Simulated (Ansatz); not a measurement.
What does this script print? It uses Ansatz 0.2.0 through its Python package.

`freq.py`:
```python
# -*- coding: utf-8 -*-
import ansatz as az
from ase import Atoms
from ase.thermochemistry import IdealGasThermo
import numpy as np


def main():
    system = (
        az.Crystal.molecule()
        .atom("N", (2.7982, 0.1351, -0.5734))
        .atom("C", (1.774, -0.0124, -0.0553))
        .atom("C", (0.4763, -0.1997, 0.6022))
        .atom("C", (-0.5556, -0.8292, -0.2564))
        .atom("Si", (-0.8322, 1.0256, 0.0084))
        .atom("H", (0.4567, -0.477, 1.6769))
        .atom("H", (-1.2705, -1.4749, 0.2951))
        .atom("H", (-0.2396, -1.0985, -1.2876))
        .atom("H", (-0.5847, 1.7237, -1.262))
        .atom("H", (-2.0226, 1.2072, 0.8521))
    )

    job = system.calculation()
    job = job.basis(gaussian="cc-pVDZ")
    job = job.functional("b3lyp")
    symbols = [site.symbol for site in system.cartesian_sites]
    start = np.array([site.position_ang for site in system.cartesian_sites], dtype=float)
    data = job.relax(force_tolerance=0.003, max_steps=100).run(threads=1, backend="cpu").report
    end = np.array(data["positions_ang"])

    print("bond        before    after (A)")
    for i, j in [(0, 1), (1, 2), (2, 3), (2, 4), (2, 5), (3, 4), (3, 6), (3, 7), (4, 8), (4, 9)]:
        d0, d1 = (np.linalg.norm(xyz[i] - xyz[j]) for xyz in (start, end))
        print(f"{symbols[i]}{i}-{symbols[j]}{j}".ljust(10), f"{d0:8.4f} {d1:8.4f}")

    minimum = az.Crystal.molecule()
    for symbol, xyz in zip(symbols, end):
        minimum = minimum.atom(symbol, xyz.tolist())
    vibrating = (
        minimum.calculation()
        .basis(gaussian="cc-pVDZ")
        .functional("b3lyp")
        .phonons(temperatures=(200, 600, 100))
    )
    vib = vibrating.run(threads=1, backend="cpu").report["vibrations"]
    sums = vib["harmonic_sums"]
    modes = [m["omega_inv_cm"] for m in sums["modes_at_gamma"] if m["rigid_motion"] == "no"]
    for number, w in enumerate(modes, start=1):
        print(f"mode {number:2d} {w:9.1f} 1/cm {w / 8065.544 * 1000:8.2f} meV")
    print("imaginary modes:", sum(w < 0 for w in modes), " zero-point energy:", round(sums["zero_point_energy_ev"], 4), "eV")
    gas = IdealGasThermo(vib_energies=[w / 8065.544 for w in modes if w > 0], geometry="linear" if len(modes) == 3 * len(symbols) - 5 else "nonlinear",
                         atoms=Atoms(symbols, positions=end), symmetrynumber=1, spin=0.0)
    print(f"H(298 K) - E = {gas.get_enthalpy(298.15, verbose=False):.4f} eV")
    print(f"S(298 K, 1 bar) = {96485.33 * gas.get_entropy(298.15, 1e5, verbose=False):.1f} J/(mol K) with symmetry number 1")


if __name__ == "__main__":
    main()
```

Output of `python freq.py`:
```text
bond        before    after (A)
N0-C1        1.1572   1.1651
C1-C2        1.4668   1.4382
C2-C3        1.4827   1.5587
C2-Si4       1.8884   1.9046
C2-H5        1.1101   1.0955
C3-Si4       1.8939   1.8677
C3-H6        1.1100   1.0940
C3-H7        1.1116   1.0942
Si4-H8       1.4705   1.4817
Si4-H9       1.4703   1.4840
mode  1     142.6 1/cm    17.68 meV
mode  2     206.0 1/cm    25.54 meV
mode  3     418.0 1/cm    51.82 meV
mode  4     475.4 1/cm    58.94 meV
mode  5     521.3 1/cm    64.64 meV
mode  6     544.0 1/cm    67.45 meV
mode  7     601.6 1/cm    74.59 meV
mode  8     663.1 1/cm    82.21 meV
mode  9     684.5 1/cm    84.87 meV
mode 10     778.1 1/cm    96.48 meV
mode 11     851.5 1/cm   105.57 meV
mode 12     897.1 1/cm   111.22 meV
mode 13     935.0 1/cm   115.92 meV
mode 14    1007.2 1/cm   124.88 meV
mode 15    1073.6 1/cm   133.10 meV
mode 16    1095.7 1/cm   135.85 meV
mode 17    1302.4 1/cm   161.48 meV
mode 18    1397.1 1/cm   173.22 meV
mode 19    2246.9 1/cm   278.57 meV
mode 20    2282.1 1/cm   282.94 meV
mode 21    2332.9 1/cm   289.24 meV
mode 22    3119.3 1/cm   386.74 meV
mode 23    3138.4 1/cm   389.12 meV
mode 24    3208.3 1/cm   397.78 meV
imaginary modes: 0  zero-point energy: 1.8549 eV
H(298 K) - E = 2.0369 eV
S(298 K, 1 bar) = 313.9 J/(mol K) with symmetry number 1
```

Notes:
- The frequencies are harmonic and unscaled, in a modest basis. The result belongs to the one conformer reached from this start, and soft torsions count as harmonic oscillators.
- b3lyp holds the VWN-RPA fit, as in Gaussian; the form of ORCA and Turbomole is b3lyp5.
- The entropy takes a symmetry number of 1; a symmetric molecule's is lower by R ln(sigma).
- Hardware and time: 3.9 min on 1 thread of Intel(R) Xeon(R) Platinum 8488C (Sapphire Rapids), on a shared host, peak memory 0.34 GiB.

(A comment or docstring line of the script was reworded after the run, the code is as it ran; lines on the test bed's own set-up are left out of the output.)
